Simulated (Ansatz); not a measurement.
# GeH4O: the cost of one run

All numbers below are computed with Ansatz 0.2.0 (RKS PBE-D4/def2-SVP).

1 further run of the same task is left out (it didn't finish).

## Step 1: The starting structure

Bond lengths: Ge1–H2 1.750 Å, Ge1–H3 1.750 Å, Ge1–H4 1.549 Å, Ge1–O5 1.769 Å, O5–H6 1.010 Å. Angles: H2–Ge1–H3 33.5°, H2–Ge1–H4 123.5°, H2–Ge1–O5 123.5°, H3–Ge1–H4 123.6°, H3–Ge1–O5 123.6°, H4–Ge1–O5 109.5°, Ge1–O5–H6 109.5°.

As a file:

```xyz
6

Ge    0.0000    0.0000    0.0000
H     1.0763    0.0000    1.3798
H     1.6596    0.0000    0.5553
H    -0.7300    1.2648   -0.5162
O    -0.8337   -1.4443   -0.5894
H    -1.2883   -1.9100    0.1830
```

## Step 2: A restrained relaxation towards end A

Springs on the bonds that form and break draw the guess towards this end; the thresholds are loose.

input.yaml

```yaml
crystal:
  periodic: [false, false, false]
  atoms:
    - { symbol: Ge, position_ang: [0.0, 0.0, 0.0] }
    - { symbol: H, position_ang: [1.0763, 0.0, 1.3798] }
    - { symbol: H, position_ang: [1.6596, 0.0, 0.5553] }
    - { symbol: H, position_ang: [-0.73, 1.2648, -0.5162] }
    - { symbol: O, position_ang: [-0.8337, -1.4443, -0.5894] }
    - { symbol: H, position_ang: [-1.2883, -1.91, 0.183] }
basis:
  gaussian: { orbitals: def2-SVP }
hamiltonian:
  xc: pbe
  dispersion: d4
relax:
  f_tol: 0.15
  max_steps: 25
  restrain:
    - { distance: [1, 2], at: 1.86, k: 30.0 }
    - { distance: [0, 1], at: 1.55, k: 30.0 }
    - { distance: [0, 2], at: 1.55, k: 30.0 }
```

Run with:

```bash
$ ansatz run input.yaml --threads 1 --pin off --max-ram 2048MiB --backend cpu --events-out ev --progress --plain --runs-dir out
```

What time and memory should one allow on 1 thread of Intel Xeon 6975P-C (Granite Rapids), shared host?

About 3.6 s, with a peak of 0.12 GiB.
